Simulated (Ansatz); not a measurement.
# ClH3Si: the cost of one run

Computed with Ansatz 0.2.0, Gaussian basis. Level: PBE0-D4/def2-TZVP structures, single points in def2-TZVPP, no counterpoise correction.

Levels: SPW92, PBE-D4, BLYP-D4, r2SCAN-D4, B97M-V, PBE0-D4, B3LYP-D4, r2SCAN0-D4, BHLYP-D4, CAM-B3LYP-D4, wB97X-V, wB97M-V, B2PLYP, PBE-QIDH, RPA on PBE, Hartree-Fock, MP2, CCSD, CCSD(T).

Cores are frozen in the correlated methods. Filled d shells of the heavier atoms are correlated. B3LYP uses VWN-RPA correlation. B2PLYP carries no dispersion term here.

94 further runs of the same task are left out: 94 set aside as unsound or not needed.

**1. The starting structure**

The complex: 7 atoms, charge 0, spin multiplicity 1.

Atoms are counted from 1 here; the program's logs count them from 0.

Bond lengths: Si1–H2 1.481 Å, Si1–H3 1.479 Å, Si1–H4 1.479 Å, Si1–Cl5 2.059 Å, H6–Br7 1.421 Å. Angles: H2–Si1–H3 110.8°, H2–Si1–H4 110.8°, H2–Si1–Cl5 107.8°, H3–Si1–H4 111.1°, H3–Si1–Cl5 108.1°, H4–Si1–Cl5 108.1°.

Coordinates:

```
Si   -0.8928   -0.3836   -0.0516
H     0.0566   -0.4625   -1.1851
H    -0.3568   -1.0888    1.1333
H    -1.2147    1.0246    0.2676
Cl   -2.6338   -1.3237   -0.6214
H     2.8086    0.9742   -0.4051
Br    2.2329    1.2597    0.8624
```

Its parts: SiH3Cl holds atoms 1, 2, 3, 4, 5; HBr holds atoms 6, 7. Each part counts its atoms afresh in its own runs.

**2. Relaxing SiH3Cl alone**

The input, relax-a/in.yaml:

```yaml
crystal:
  periodic: [false, false, false]
  atoms:
    - {symbol: Si, position_ang: [-0.892783, -0.383574, -0.051574]}
    - {symbol: H, position_ang: [0.056591, -0.462465, -1.185100]}
    - {symbol: H, position_ang: [-0.356760, -1.088799, 1.133260]}
    - {symbol: H, position_ang: [-1.214734, 1.024610, 0.267584]}
    - {symbol: Cl, position_ang: [-2.633753, -1.323741, -0.621361]}
basis:
  gaussian: {orbitals: def2-TZVP}
hamiltonian: {xc: pbe0, dispersion: d4}
relax: {f_tol: 0.005, max_steps: 200}
```

Run with:

```sh
> ansatz run in.yaml --threads 4 --pin off --events-out ev --progress --plain --max-ram 9574MiB
```

**Question.** How long does this run take on 4 threads of Arm Neoverse V2, shared host?

About 2.6 s.
